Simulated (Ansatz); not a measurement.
# Sc: strong compression

How does Sc (bcc type) answer strong compression? The runs shown use PAW. Its runs: cell relaxed at zero pressure (PAW); volume scaled by 1 (PAW); volume scaled by 0.92 (PAW); volume scaled by 0.84 (PAW); volume scaled by 0.76 (PAW); volume scaled by 0.68 (PAW); volume scaled by 0.6 (PAW); volume scaled by 0.52 (PAW); volume scaled by 0.45 (PAW and PAW (source ansatz)).

Method: DFT LDA, with the methods named in each step, in Ansatz 0.2.0.

1 further run of the same task is left out (it didn't finish). Runs told in other sessions of the task aren't counted.

### 1 Starting point

It takes space group Im-3m (No. 229, cubic). The conventional cell has a = 3.561 Å, b = 3.561 Å, c = 3.561 Å, α = 90.00°, β = 90.00°, γ = 90.00°. Around Sc (site symmetry m-3m) lie 8 Sc at 3.08 Å.

Structure file:

```cif
data_structure
_symmetry_space_group_name_H-M 'Im-3m'
_symmetry_Int_Tables_number 229
_cell_length_a 3.5615
_cell_length_b 3.5615
_cell_length_c 3.5615
_cell_angle_alpha 90.000
_cell_angle_beta 90.000
_cell_angle_gamma 90.000
_cell_volume 45.17
loop_
_atom_site_label
_atom_site_type_symbol
_atom_site_symmetry_multiplicity
_atom_site_Wyckoff_symbol
_atom_site_fract_x
_atom_site_fract_y
_atom_site_fract_z
_atom_site_occupancy
Sc1 Sc 2 a 0.00000 0.00000 0.00000 1
```

The file gives the conventional cell by its symmetry; the runs use the cell typed in the input.

Whether this phase is the stable one at these pressures isn't tested.

### 2 Cell relaxed at zero pressure, PAW

input.yaml reads:

```yaml
crystal:
  lattice:
    - [-1.7807359243, 1.7807359243, 1.7807359243]
    - [1.7807359243, -1.7807359243, 1.7807359243]
    - [1.7807359243, 1.7807359243, -1.7807359243]
  atoms:
    - { symbol: Sc, position: [0.0, 0.0, 0.0] }
kpoints:
  mp_grid: { grid: [17, 17, 17] }
scf:
  occupations: { method: fermi_dirac, width: 0.05 }
hamiltonian:
  xc: lda
  pseudopotentials: { kind: paw }
output:
  forces: true
  stress: true
relax:
  f_tol: 0.005
  max_steps: 40
  cell: {}
```

Run with:

```sh
> ansatz run input.yaml --threads 1 --pin off --max-ram 2048MiB --backend cpu --events-out ev --progress --plain --runs-dir out
```

After this run come: Volume scaled by 1, PAW; Volume scaled by 0.92, PAW; Volume scaled by 0.84, PAW; Volume scaled by 0.76, PAW; Volume scaled by 0.68, PAW; Volume scaled by 0.6, PAW; Volume scaled by 0.52, PAW; Volume scaled by 0.45, PAW; Volume scaled by 0.45, PAW (source ansatz).

**Question.** What will these runs give? Wanted: PAW pressure at 0.45 of the volume; fitted bulk modulus at zero pressure.

**Answer**, as computed:

```
                                  quantity      value
        PAW pressure at 0.45 of the volume  135.3 GPa
fitted bulk modulus at zero pressure (PAW)     55 GPa
                   its pressure derivative       3.25
```

What this shows: By PAW the pressure climbs to 135 GPa at 0.45 of the first volume. A third-order Birch-Murnaghan curve fits the range only roughly (B₀ = 55 GPa, B′ = 3.25, misfit at most 0.72 GPa). A fit over so wide a range leans to the high pressures, so B₀ can be off by several per cent. No all-electron run checks these rows here, and frozen cores can fail under such compression. The ions are at rest, and the electrons smeared by 0.05 eV.
